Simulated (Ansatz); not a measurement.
# U-r2SCAN/STO-3G run of SiPH4 (SMILES [SiH2]P)

Aim: the electronic atomisation energy of SiPH4 at U-r2SCAN/STO-3G, from 4 runs. 

Program for the calculation: Ansatz 0.2.0.

47 further runs of the same task are left out: 47 set aside as unsound or not needed.

**1. The system as given**

SiPH4: 6 atoms, total charge 0, spin state doublet. SMILES: `[SiH2]P`. The coordinates come from a GFN2-xTB relaxation. This is one conformer, not always the lowest.

Bond lengths: Si1–P2 2.220 Å, Si1–H3 1.467 Å, Si1–H4 1.466 Å, P2–H5 1.384 Å, P2–H6 1.384 Å. Angles: Si1–P2–H5 96.4°, Si1–P2–H6 96.4°, P2–Si1–H3 109.7°, P2–Si1–H4 109.7°, H5–P2–H6 92.6°, H3–Si1–H4 109.1°.

**2. The energy at U-r2SCAN/STO-3G**

Contents of job.yaml:

```yaml
basis:
  gaussian: {orbitals: STO-3G}
crystal:
  periodic: [false, false, false]
  atoms:
    - {symbol: Si, position_ang: [0.127020, -0.986120, -0.104660]}
    - {symbol: P, position_ang: [-0.338670, 1.170000, 0.142220]}
    - {symbol: H, position_ang: [-0.300620, -1.724700, 1.087920]}
    - {symbol: H, position_ang: [-0.579260, -1.514310, -1.276300]}
    - {symbol: H, position_ang: [0.434680, 1.617150, -0.915300]}
    - {symbol: H, position_ang: [0.656850, 1.437980, 1.066130]}
magnetization: {spin_polarized: true, initial_magnetization: 1}
hamiltonian: {xc: r2scan}
accuracy: high
```

Started as:

```bash
$ ansatz run job.yaml --threads 1 --pin off --max-ram 2610MiB --events-out events.jsonl --progress --plain --runs-dir runs
```

Output:

```text
Warning: RAYON_NUM_THREADS=1 ignored (pool sized by the plan → 1); use --threads N
Functional definition: r2SCAN
  name "r2SCAN"
  parameter k0 = 0.174
  parameter k1 = 0.065
  parameter a1 = 4.9479
  exchange = r2scan_x(k0 = k0, k1 = k1, a1 = a1)
  correlation = r2scan_c
391 factors; integrals over basis functions are off by at most 2.7e-9 eV
mean field evaluation 1: about -17031.5028 eV, gradient 8.4e0 eV
mean field evaluation 2: about -17031.7814 eV, gradient 5.7e0 eV
mean field evaluation 4: about -17032.0436 eV, gradient 3.6e-1 eV
mean field evaluation 8: about -17031.9959 eV, gradient 4.1e-3 eV
mean field evaluation 16: about -17031.9959 eV, gradient 5.7e-7 eV
mean field -17031.99588976 eV, -625.9143042472 hartree, gradient 7.6e-8 eV, S^2 0.751331; 0 other end points of the search recorded, 0 dependent functions left out
reference -17031.99589071 eV, -625.9143042820 hartree; 17, 16 occupied and 5, 6 virtual orbitals, 391 factors
Total energy: -17031.99589071 eV, -625.9143042820 hartree
```

It took 3.3 s on 1 thread of AMD EPYC 9R14 (Zen 4), shared host; peak memory 0.27 GiB.

**3. The H atom, same level**

Contents of molecule.yaml:

```yaml
crystal:
  periodic: [false, false, false]
  atoms:
    - symbol: H
      position_ang: [0.000000, 0.000000, 0.000000]
basis:
  gaussian: {orbitals: STO-3G}
accuracy: high
magnetization: {spin_polarized: true, initial_magnetization: 1}
hamiltonian: {xc: {name: r2SCAN}}
```

Run the same way, it converges to -0.46646 Eh (log not shown).

**4. The P atom at the same level**

Contents of run.yaml:

```yaml
crystal:
  periodic: [false, false, false]
  atoms:
    - {symbol: P, position_ang: [0.000000, 0.000000, 0.000000]}
basis:
  gaussian:
    orbitals: STO-3G
magnetization:
  spin_polarized: true
  initial_magnetization: 3
hamiltonian:
  xc: r2scan
accuracy: high
```

Run the same way, it converges to -337.34474 Eh (log not shown).

**5. The Si atom**

Contents of job.yaml:

```yaml
crystal:
  periodic: [false, false, false]
  atoms:
    - {symbol: Si, position_ang: [0.000000, 0.000000, 0.000000]}
basis:
  gaussian: {orbitals: STO-3G}
magnetization: {spin_polarized: true, initial_magnetization: 2}
hamiltonian: {xc: r2scan}
accuracy: high
```

Run the same way, it converges to -285.91246 Eh (log not shown).

**6. Summary of results**

At U-r2SCAN/STO-3G:

```
                     quantity          value
       molecule: total energy  -625.91430 Eh
               molecule: ⟨S²⟩          0.751
         H atom: total energy    -0.46646 Eh
                 H atom: ⟨S²⟩          0.750
         P atom: total energy  -337.34474 Eh
                 P atom: ⟨S²⟩          3.750
        Si atom: total energy  -285.91246 Eh
                Si atom: ⟨S²⟩          2.000
electronic atomisation energy      21.531 eV
```

In words: Taking the molecule apart into free atoms costs 21.53 eV (2077 kJ/mol), before zero-point energy and without spin-orbit coupling. In a minimal basis such a difference can be off by several eV, whatever the method.
